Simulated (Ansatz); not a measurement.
# C₂H₅NTe: up Jacob's ladder to CCSD(T)

The task here is to estimate one member of a computed series from the others.

The runs use Ansatz 0.2.0, Gaussian basis; functionals in def2-TZVPP, the program's frozen cores in correlated methods.

Plan: LDA (SPW92), PBE-D4, revPBE-D4, BLYP-D4, r2SCAN-D4, B97M-V, PBE0-D4, B3LYP-D4, r2SCANh-D4, r2SCAN0-D4, HSE06-D4, BHLYP-D4, CAM-B3LYP-D4, LC-ωPBE, ωB97X-V, ωB97M-V, B2PLYP, PBE-QIDH; CCSD(T)/def2-SVP; CCSD(T)/def2-TZVPP; MP2/def2-QZVPP; extrapolation to the limit; RPA on PBE.

## The relaxed structure

An earlier PBE0-D4 in a triple-zeta def2 set relaxation fixed the geometry. Te takes the def2 core potential; no spin-orbit term is included.

SMILES `N=CC[TeH]`, 9 atoms, charge 0, spin multiplicity 1.

Atoms are counted from 1 here; the program's logs count them from 0.

Bond lengths: N1–C2 1.265 Å, N1–H5 1.019 Å, C2–C3 1.481 Å, C2–H6 1.098 Å, C3–Te4 2.164 Å, C3–H7 1.088 Å, C3–H8 1.089 Å, Te4–H9 1.658 Å. Angles: C2–N1–H5 111.0°, N1–C2–C3 120.8°, N1–C2–H6 123.6°, C3–C2–H6 115.6°, C2–C3–Te4 110.2°, C2–C3–H7 110.9°, C2–C3–H8 112.8°, Te4–C3–H7 106.8°, Te4–C3–H8 105.5°, H7–C3–H8 110.3°, C3–Te4–H9 93.8°.

As a file:

```tsv
atom	x (Å)	y (Å)	z (Å)
N1	-1.3780	0.2659	1.3215
C2	-0.8157	-0.0344	0.2288
C3	0.4806	0.5738	-0.1503
Te4	2.0572	-0.9055	-0.0576
H5	-2.2494	-0.2487	1.4371
H6	-1.2262	-0.7598	-0.4856
H7	0.7538	1.3690	0.5410
H8	0.4891	0.9443	-1.1747
H9	1.9772	-1.2509	-1.6773
```

The first run:

in.yaml reads:

```yaml
crystal:
  periodic: [false, false, false]
  atoms:
    - {symbol: N, position_ang: [-1.377955, 0.265865, 1.321524]}
    - {symbol: C, position_ang: [-0.815705, -0.034439, 0.228822]}
    - {symbol: C, position_ang: [0.480601, 0.573850, -0.150318]}
    - {symbol: Te, position_ang: [2.057159, -0.905465, -0.057613]}
    - {symbol: H, position_ang: [-2.249427, -0.248742, 1.437110]}
    - {symbol: H, position_ang: [-1.226215, -0.759848, -0.485639]}
    - {symbol: H, position_ang: [0.753763, 1.368999, 0.540990]}
    - {symbol: H, position_ang: [0.489084, 0.944312, -1.174693]}
    - {symbol: H, position_ang: [1.977194, -1.250932, -1.677282]}
basis:
  gaussian: {orbitals: def2-TZVPP}
hamiltonian: {xc: lda}
output: {orbitals: {seedname: orbitals}}
```

On the command line:

```sh
> ansatz run in.yaml --threads 4 --pin off --events-out ev --progress --plain --max-ram 10444MiB
```

Steps of the session up to this table: LDA; PBE-D4 (GGA); revPBE-D4 (GGA); BLYP-D4 (GGA); r2SCAN-D4 (meta-GGA); B97M-V (meta-GGA); B3LYP-D4 (hybrid); r2SCANh-D4 (hybrid); r2SCAN0-D4 (hybrid); HSE06-D4 (hybrid); BHLYP-D4 (hybrid); CAM-B3LYP-D4 (range-separated); LC-ωPBE (range-separated); ωB97X-V (range-separated); ωB97M-V (range-separated); B2PLYP (double hybrid); PBE-QIDH (double hybrid).

One of the session's tables, all rows but one given; the rest of the session is left out.

It belongs to the step «Orbital energies across the functionals». 

```
  functional  HOMO (eV)  gap (eV)
 LDA (SPW92)      -5.49      3.23
      PBE-D4          ?         ?
   revPBE-D4      -5.28      3.31
     BLYP-D4      -5.17      3.24
   r2SCAN-D4      -5.57      3.70
      B97M-V      -5.57      3.77
     PBE0-D4      -6.37      5.21
    B3LYP-D4      -6.15      4.77
  r2SCANh-D4      -5.95      4.41
  r2SCAN0-D4      -6.52      5.47
    HSE06-D4      -5.98      4.45
    BHLYP-D4      -7.25      7.03
CAM-B3LYP-D4      -7.61      7.49
     LC-ωPBE      -8.91      9.94
     ωB97X-V      -8.59      9.50
     ωB97M-V      -8.48      9.23
```

Q: Estimate the row for PBE-D4 from the others.

As computed: HOMO (eV): -5.33; gap (eV): 3.28. In the column «HOMO (eV)» it lies between LDA (SPW92) (-5.49) and revPBE-D4 (-5.28).
